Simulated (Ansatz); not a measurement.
# Si2W: the cost of one run

Program: Ansatz 0.2.0. Level of theory: DFT PBE, scalar-relativistic, plane waves, PAW, and further levels as typed in the inputs. These are calculated values, not measurements.

**1. Starting point**

The structure is tetragonal, space group I4/mmm (No. 139). Conventional cell: a = 3.214 Å, b = 3.214 Å, c = 7.831 Å, α = 90.00°, β = 90.00°, γ = 90.00°. Around W (site symmetry 4/mmm) lie 10 Si at 2.60 to 2.62 Å. Around Si (site symmetry 4mm) lie 5 W at 2.60 to 2.62 Å and 5 Si at 2.61 to 2.62 Å.

Structure file:

```cif
data_structure
_symmetry_space_group_name_H-M 'I4/mmm'
_symmetry_Int_Tables_number 139
_cell_length_a 3.2140
_cell_length_b 3.2140
_cell_length_c 7.8313
_cell_angle_alpha 90.000
_cell_angle_beta 90.000
_cell_angle_gamma 90.000
_cell_volume 80.89
loop_
_atom_site_label
_atom_site_type_symbol
_atom_site_symmetry_multiplicity
_atom_site_Wyckoff_symbol
_atom_site_fract_x
_atom_site_fract_y
_atom_site_fract_z
_atom_site_occupancy
W1 W 2 a 0.00000 0.00000 0.00000 1
Si1 Si 4 e 0.00000 0.00000 0.33247 1
```

**2. Relaxing cell and atoms: Si2W, no spin**

File input.yaml:

```yaml
crystal:
  lattice:
    - [-1.606975, 1.606975, 3.91564]
    - [1.606975, -1.606975, 3.91564]
    - [1.606975, 1.606975, -3.91564]
  atoms:
    - { symbol: W, position: [0.0, 0.0, 0.0] }
    - { symbol: Si, position: [0.33247, 0.33247, 0.0] }
    - { symbol: Si, position: [0.66753, 0.66753, 0.0] }
scf:
  occupations: { method: gaussian, width: 0.05 }
output:
  forces: true
  stress: true
hamiltonian:
  xc: pbe
kpoints:
  mp_grid: { grid: [18, 18, 18] }
relax:
  f_tol: 0.003
  cell: { stress_tol: 0.03 }
```

On the command line:

```console
$ ansatz run input.yaml --threads 4 --pin off --max-ram 14336MiB --backend cpu --events-out ev --progress --plain --runs-dir out
```

What time and memory should one allow on 4 threads of AMD EPYC 7R13 (Zen 3), shared host?

About 19 s, with a peak of 0.62 GiB.
